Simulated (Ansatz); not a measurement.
GdO: band structure with RPBE

The system is GdO.

```xyz
2
Lattice="0.0000 2.7000 2.7000 2.7000 0.0000 2.7000 2.7000 2.7000 0.0000" Properties=species:S:1:pos:R:3 pbc="T T T"
Gd    0.0000    0.0000    0.0000
O     1.3500    1.3500    1.3500
```

The cell comes from a database or a generator and needn't be the stable form of this composition.

```json
{"Program": "Ansatz 0.2.0", "Task": "band structure", "Functional": "RPBE", "Potentials or basis": "Ansatz PAW", "Cutoff": "420 eV (not typed: the program's choice for these potentials)", "k mesh": "9 × 9 × 9", "Occupations": "fermi-dirac, width 0.05 eV", "Spin": "collinear spin, ferromagnetic start", "Starting moments": "[7.0, 0.0] μB", "Path": "[[\"G\", \"X\", \"W\", \"K\", \"G\", \"L\", \"U\", \"W\", \"L\", \"K\"], [\"U\", \"X\"]]", "Points for each segment of the path": "14"}
```

```json
{"Pressure": "2.1 GPa", "Band gap on the k mesh": "none (metal or under the smearing width)", "Net moment": "7.65 μB per cell", "Absolute moment": "7.67 μB per cell", "Site moments": "Gd +6.85; O -0.00 μB"}
```

Levels at the corners of the path, in eV from the Fermi level:
Spin up:
| point | band 13 | band 14 | band 15 | band 16 | band 17 | band 18 |
| --- | --- | --- | --- | --- | --- | --- |
| Γ | -4.66 | -4.66 | -4.66 | -2.21 | 2.60 | 2.60 |
| X | -4.63 | -4.14 | -4.14 | -0.95 | 1.05 | 4.17 |
| W | -4.83 | -4.17 | -4.13 | -0.96 | 0.75 | 3.34 |
| K | -4.77 | -4.24 | -4.12 | -0.96 | 1.16 | 2.85 |
| Γ | -4.66 | -4.66 | -4.66 | -2.21 | 2.60 | 2.60 |
| L | -4.61 | -4.54 | -4.54 | 0.15 | 2.46 | 2.46 |
| U | -4.77 | -4.24 | -4.12 | -0.96 | 1.16 | 2.85 |
| W | -4.83 | -4.17 | -4.13 | -0.96 | 0.75 | 3.34 |
| L | -4.61 | -4.54 | -4.54 | 0.15 | 2.46 | 2.46 |
| K | -4.77 | -4.24 | -4.12 | -0.96 | 1.16 | 2.85 |
| U | -4.77 | -4.24 | -4.12 | -0.96 | 1.16 | 2.85 |
| X | -4.63 | -4.14 | -4.14 | -0.95 | 1.05 | 4.17 |
Spin down:
| point | band 6 | band 7 | band 8 | band 9 | band 10 | band 11 |
| --- | --- | --- | --- | --- | --- | --- |
| Γ | -5.53 | -5.53 | -5.53 | -1.14 | 0.36 | 0.36 |
| X | -6.03 | -4.46 | -4.46 | 0.24 | 0.32 | 0.36 |
| W | -5.29 | -5.15 | -4.47 | 0.27 | 0.32 | 0.36 |
| K | -5.62 | -4.67 | -4.66 | 0.24 | 0.35 | 0.37 |
| Γ | -5.53 | -5.53 | -5.53 | -1.14 | 0.36 | 0.36 |
| L | -5.14 | -5.14 | -5.09 | 0.13 | 0.26 | 0.40 |
| U | -5.62 | -4.67 | -4.66 | 0.24 | 0.35 | 0.37 |
| W | -5.29 | -5.15 | -4.47 | 0.27 | 0.32 | 0.36 |
| L | -5.14 | -5.14 | -5.09 | 0.13 | 0.26 | 0.40 |
| K | -5.62 | -4.67 | -4.66 | 0.24 | 0.35 | 0.37 |
| U | -5.62 | -4.67 | -4.66 | 0.24 | 0.35 | 0.37 |
| X | -6.03 | -4.46 | -4.46 | 0.24 | 0.32 | 0.36 |

Wall time 7.6 s on 2 threads of Intel(R) Xeon(R) Processor @ 2.70GHz, with other jobs on the host, peak memory 0.42 GiB.

Caveat: spin-orbit coupling is left out, which moves the levels of the heavy elements; a cell with one magnetic atom can't hold antiferromagnetic order, which such compounds often take; without U or exact exchange the open f shell lies at the Fermi level, which spoils levels, moments and volumes; the PAW data sets come from PBE, with cores solved anew for the run's functional, which leaves a small shift of forces and pressure. The state reached can hang on the start; a lower one may exist.
